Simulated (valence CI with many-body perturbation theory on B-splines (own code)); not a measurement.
**Levels and ionisation energy of Ce⁴⁵⁺**

Aim: the low levels of Ce⁴⁵⁺, its ionisation energy, and how pure its levels are, set against NIST.

The numbers are computed with an in-house CI+MBPT code version 3 (configuration interaction of the valence electrons, many-body perturbation theory for a frozen closed Dirac-Fock core, no-pair Dirac Hamiltonian, B-spline basis), except any that are marked as measured or tabulated.

### Step 1. Starting point

```
element                                      : cerium (Z = 58, A = 140)
charge                                       : +45
frozen core                                  : [Ne]
start configuration of the valence electrons : 3s2 3p1
nuclear rms radius                           : 4.8771 fm
```

### Step 2. The calculation

Settings of the run:

```ini
atom Ce  Z=58  mass_number=140  rms_radius_fm=4.8771
core [Ne]
valence 3s2 3p1
avg = 1
basis = L
breit = 1
cap = 40000
capref = 1200
cscale = 1
de = 0.0
dress = 0
eps = 2e-08
h = 0.27
hh = 1
l2 = 3
lcore = 6
maxit = 60
n2 = 5
natural = 1
nlev = 60
nno = [7, 7, 6, 5, 4, 2, 1]
nroot = 26
nsp = [4, 4, 3, 2, 1, 0, 0]
pt2 = 1
qed = 1
rpa = 1
s1 = 1
s2 = 1
s3 = 1
screen = 1
tol = 2e-05
```

Run with:

```sh
$ python run_cv.py task.json out
```

task.json holds these settings.

Output:

```text
rmax 2.5 intervals 56 orbitals 81 references ['3s2 3p', '3s 3p2', '3s2 3d', '3p3', '3s 3p 3d'] scf 2
2J=0 par=0 roots 2 ref 20 generators 4 cand 362/362 P 365/365 nnz 0 it 0
2J=0 par=0 roots 2 ref 20 generators 4 cand 17/17 P 382/382 nnz 0 it 0
   second order: generators 7 cand 0/0 e2 -0.00000 -0.00000
reference levels 715, estimated 129, window 5505177 1/cm; series limit 22636265, core excitation 39990414
2J=1 par=1 roots 7 ref 55 generators 9 cand 3592/5471 P 3566/5408 nnz 4e+06 it 4
2J=1 par=1 roots 7 ref 55 generators 11 cand 1726/2617 P 4280/6543 nnz 5.7e+06 it 4
   second order: generators 17 cand 4320/6810 e2 -0.00001 -0.00000
2J=1 par=0 roots 9 ref 58 generators 11 cand 3573/5479 P 4039/6196 nnz 5.2e+06 it 4
2J=1 par=0 roots 9 ref 58 generators 12 cand 1284/1840 P 4581/7057 nnz 6.7e+06 it 4
   second order: generators 18 cand 4015/6311 e2 -0.00001 -0.00000
2J=3 par=1 roots 12 ref 89 generators 14 cand 5483/11398 P 3831/7999 nnz 8.6e+06 it 5
2J=3 par=1 roots 12 ref 89 generators 14 cand 2837/5988 P 5322/11442 nnz 1.7e+07 it 5
   second order: generators 20 cand 4084/9449 e2 -0.00002 -0.00000
2J=3 par=0 roots 13 ref 92 generators 12 cand 5416/11370 P 3758/8000 nnz 8.6e+06 it 5
2J=3 par=0 roots 13 ref 92 generators 15 cand 2921/5961 P 5598/12069 nnz 1.9e+07 it 5
   second order: generators 24 cand 3770/8798 e2 -0.00001 -0.00000
2J=5 par=0 roots 12 ref 94 generators 13 cand 5991/14151 P 3443/7998 nnz 8.8e+06 it 5
2J=5 par=0 roots 12 ref 94 generators 13 cand 3743/8747 P 5708/13782 nnz 2.5e+07 it 5
   second order: generators 23 cand 4318/11949 e2 -0.00001 -0.00000
2J=5 par=1 roots 9 ref 86 generators 11 cand 6080/14136 P 3484/7999 nnz 8.8e+06 it 4
2J=5 par=1 roots 9 ref 86 generators 11 cand 3655/8722 P 5200/12461 nnz 2e+07 it 4
   second order: generators 16 cand 4835/13237 e2 -0.00001 -0.00000
2J=7 par=1 roots 5 ref 63 generators 8 cand 5757/13865 P 3398/7999 nnz 9e+06 it 5
2J=7 par=1 roots 5 ref 63 generators 8 cand 3416/8428 P 4625/11219 nnz 1.7e+07 it 5
   second order: generators 12 cand 3671/10403 e2 -0.00002 -0.00001
2J=9 par=1 roots 2 ref 33 generators 4 cand 4743/11405 P 2655/6011 nnz 5.3e+06 it 4
2J=9 par=1 roots 2 ref 33 generators 5 cand 3222/7926 P 3574/8398 nnz 1e+07 it 4
   second order: generators 7 cand 5099/14559 e2 -0.00002 -0.00001
2J=7 par=0 roots 6 ref 67 generators 6 cand 5667/13820 P 3278/8000 nnz 9.3e+06 it 4
2J=7 par=0 roots 6 ref 67 generators 8 cand 3546/8385 P 4887/12220 nnz 2.1e+07 it 4
   second order: generators 15 cand 4787/13824 e2 -0.00001 -0.00000
2J=9 par=0 roots 4 ref 41 generators 5 cand 4676/11417 P 2957/7042 nnz 8.3e+06 it 4
2J=9 par=0 roots 4 ref 41 generators 7 cand 2960/6915 P 3838/9225 nnz 1.3e+07 it 4
   second order: generators 12 cand 4829/13767 e2 -0.00001 -0.00001
left out: unestimated 8523513, estimated 5989202, shifts from estimates -6 to 63
```

Wall time 86 s (1 thread of Arm Neoverse V2, shared host); peak memory 0.65 GiB.

In the log, the blocks before «reference levels» are the next ion; each later block is one J and parity (par 1 is odd): roots sought, reference size, generators, candidates and the variational space P (configurations/state functions), Hamiltonian entries, Davidson iterations; e2 is the second-order remainder in hartree. Σ1, Σ2 and Σ3 are the one-, two- and three-electron terms by which the core's correlation enters. In the settings nsp and nno count spectroscopic and correlating orbitals by l, and s1, s2, s3 switch or scale the Σ terms.

### Step 3. Energy levels

Levels from the run's result record, above the lowest; ° marks odd parity; each level is named by its leading configuration and LS term. The first 32 of 73 are listed.

```
 #             level  configuration weight  term weight  energy (eV)      g  lifetime (s)
 0    3s2 3p ²P° 1/2                  0.99         1.00         0.00  0.655             -
 1     3s 3p2 ⁴P 1/2                  1.00         0.62       113.57  2.248      6.30e-11
 2    3s2 3p ²P° 3/2                  0.98         1.00       115.34  1.326      1.38e-07
 3     3s 3p2 ⁴P 3/2                  0.99         0.92       208.85  1.660      4.90e-10
 4     3s 3p2 ²D 5/2                  0.97         0.57       221.38  1.365      1.56e-10
 5     3s 3p2 ²D 3/2                  0.85         0.74       238.11  0.942      6.72e-12
 6     3s 3p2 ²P 1/2                  0.99         0.72       246.22  1.203      2.00e-12
 7     3s2 3d ²D 3/2                  0.83         0.92       285.62  0.837      1.55e-12
 8     3s2 3d ²D 5/2                  0.82         0.85       302.83  1.252      1.72e-11
 9     3s 3p2 ²D 5/2                  0.85         0.58       338.76  1.361      4.80e-12
10       3p3 ²P° 3/2                  0.78         0.42       352.62  1.227      7.13e-12
11     3s 3p2 ²S 1/2                  0.99         0.70       362.06  1.861      2.86e-12
12  3s 3p 3d ⁴F° 3/2                  0.91         0.76       366.63  0.550      2.10e-11
13     3s 3p2 ²P 3/2                  0.97         0.66       367.23  1.198      1.43e-12
14  3s 3p 3d ⁴F° 5/2                  0.99         0.52       375.58  1.044      8.08e-11
15  3s 3p 3d ⁴D° 1/2                  1.00         0.66       394.64  0.361      2.08e-12
16  3s 3p 3d ⁴D° 3/2                  0.97         0.44       396.65  1.320      1.95e-12
17  3s 3p 3d ⁴P° 5/2                  0.99         0.37       403.00  1.345      9.26e-12
18  3s 3p 3d ⁴F° 7/2                  1.00         0.54       410.70  1.252      1.49e-11
19  3s 3p 3d ²F° 5/2                  0.95         0.47       419.00  1.074      1.02e-11
20  3s 3p 3d ²D° 3/2                  0.79         0.44       422.06  1.172      3.79e-12
21       3p3 ²D° 5/2                  0.69         0.78       465.41  1.130      3.61e-12
22       3p3 ²D° 3/2                  0.83         0.47       470.08  1.328      1.63e-12
23       3p3 ²P° 1/2                  0.84         0.99       478.28  0.668      2.48e-12
24  3s 3p 3d ⁴D° 3/2                  0.99         0.42       493.10  1.339      2.52e-12
25  3s 3p 3d ⁴D° 5/2                  0.91         0.51       493.88  1.269      2.01e-12
26  3s 3p 3d ⁴P° 1/2                  0.99         0.86       494.07  2.306      2.93e-12
27  3s 3p 3d ⁴D° 7/2                  1.00         0.42       496.54  1.290      3.13e-12
28  3s 3p 3d ⁴F° 9/2                  1.00         1.00       503.95  1.326      1.62e-07
29     3p2 3d ⁴F 3/2                  0.99         0.39       507.40  0.761      1.05e-11
30  3s 3p 3d ²D° 3/2                  0.99         0.62       513.78  1.019      1.90e-12
31  3s 3p 3d ²D° 5/2                  0.96         0.47       521.48  1.337      4.66e-12
```

### Step 4. The Hamiltonian term by term

The same run repeats the diagonalisation with simpler Hamiltonians; each column adds a term to the one before, and the last is the full result. Excitation energies in eV:

| level | valence CI alone | + Σ1 | + Σ2 | + Σ3 | + Breit | full, with QED |
| --- | --- | --- | --- | --- | --- | --- |
| 3s 3p2 ⁴P 1/2 | 114.02 | 113.78 | 113.79 | 113.80 | 115.45 | 113.57 |
| 3s2 3p ²P° 3/2 | 116.61 | 116.71 | 116.77 | 116.77 | 115.17 | 115.34 |
| 3s 3p2 ⁴P 3/2 | 210.33 | 210.20 | 210.44 | 210.47 | 210.54 | 208.85 |
| 3s 3p2 ²D 5/2 | 223.33 | 223.20 | 223.33 | 223.36 | 223.04 | 221.38 |
| 3s 3p2 ²D 3/2 | 240.12 | 239.99 | 239.94 | 239.96 | 239.59 | 238.11 |
| 3s 3p2 ²P 1/2 | 248.39 | 248.25 | 247.82 | 247.82 | 247.95 | 246.22 |
| 3s2 3d ²D 3/2 | 288.57 | 288.46 | 287.91 | 287.87 | 285.98 | 285.62 |
| 3s2 3d ²D 5/2 | 306.17 | 306.15 | 306.00 | 305.99 | 303.10 | 302.83 |
| ionisation energy (eV) | 3676.79 | 3677.86 | 3677.73 | 3677.67 | 3673.62 | 3673.67 |

### Step 5. A choice of lines

Listed are the E1 lines of largest gf, the fastest ones to the lowest level and a few forbidden lines. Rates are at computed energies, electric ones in the length gauge, E1 and E2 with static core polarisation; wavelengths are in vacuum.

```tsv
upper	lower	type	λ (nm)	A (1/s)	branching
7: 3s2 3d ²D 3/2	0: 3s2 3p ²P° 1/2	E1	4.341	6.46e+11	1.00
27: 3s 3p 3d ⁴D° 7/2	4: 3s 3p2 ²D 5/2	E1	4.506	3.06e+11	0.96
56: 3s 3d2 ⁴F 5/2	16: 3s 3p 3d ⁴D° 3/2	E1	4.611	3.92e+11	0.50
13: 3s 3p2 ²P 3/2	2: 3s2 3p ²P° 3/2	E1	4.922	6.99e+11	1.00
6: 3s 3p2 ²P 1/2	0: 3s2 3p ²P° 1/2	E1	5.035	4.83e+11	0.97
32: 3s 3p 3d ²F° 5/2	7: 3s2 3d ²D 3/2	E1	5.083	6.26e+11	0.74
5: 3s 3p2 ²D 3/2	0: 3s2 3p ²P° 1/2	E1	5.207	1.39e+11	0.93
42: 3p3 ²P° 3/2	13: 3s 3p2 ²P 3/2	E1	5.233	6.88e+11	0.69
37: 3s 3p 3d ²F° 7/2	9: 3s 3p2 ²D 5/2	E1	6.060	2.44e+11	0.58
63: 3s 3d2 ⁴F 9/2	27: 3s 3p 3d ⁴D° 7/2	E1	6.325	1.62e+11	0.39
40: 3s 3p 3d ²D° 5/2	13: 3s 3p2 ²P 3/2	E1	6.420	2.37e+11	0.36
55: 3p2 3d ²F 5/2	22: 3p3 ²D° 3/2	E1	6.512	2.27e+11	0.50
53: 3p2 3d ²F 7/2	21: 3p3 ²D° 5/2	E1	6.515	1.43e+11	0.54
2: 3s2 3p ²P° 3/2	0: 3s2 3p ²P° 1/2	M1	10.75	7.16e+06	0.99
1: 3s 3p2 ⁴P 1/2	0: 3s2 3p ²P° 1/2	E1	10.92	1.59e+10	1.00
28: 3s 3p 3d ⁴F° 9/2	18: 3s 3p 3d ⁴F° 7/2	M1	13.30	6.10e+06	0.99
```

### Step 6. Summary of results

```
                                  quantity                  computed                            tabulated
                              lowest level            3s2 3p ²P° 1/2                            3p ²P°1/2
                          first excitation  3s 3p2 ⁴P 1/2, 113.57 eV                                    -
        ionisation energy, to 3s2 ¹S J = 0                 3673.7 eV  3672 ± 4 eV (tabulated theoretical)
 dipole polarisability of the lowest level            0.009118 bohr³                                    -
     hyperfine A/(μ/I) of the lowest level                635245 MHz                                    -
no level missing from the run's list below                 742.56 eV                                    -
```

**Reading.** The ionisation energy is 1.7 eV (0.05 %) above the NIST entry, whose uncertainty is 4 eV. Of the added terms Breit moves the ionisation energy most, by -4.04 eV. The lowest level is 99 % 3s2 3p. Cautions: by estimate large intervals hold to a few tenths of a per cent, small ones and the rates on them less well.
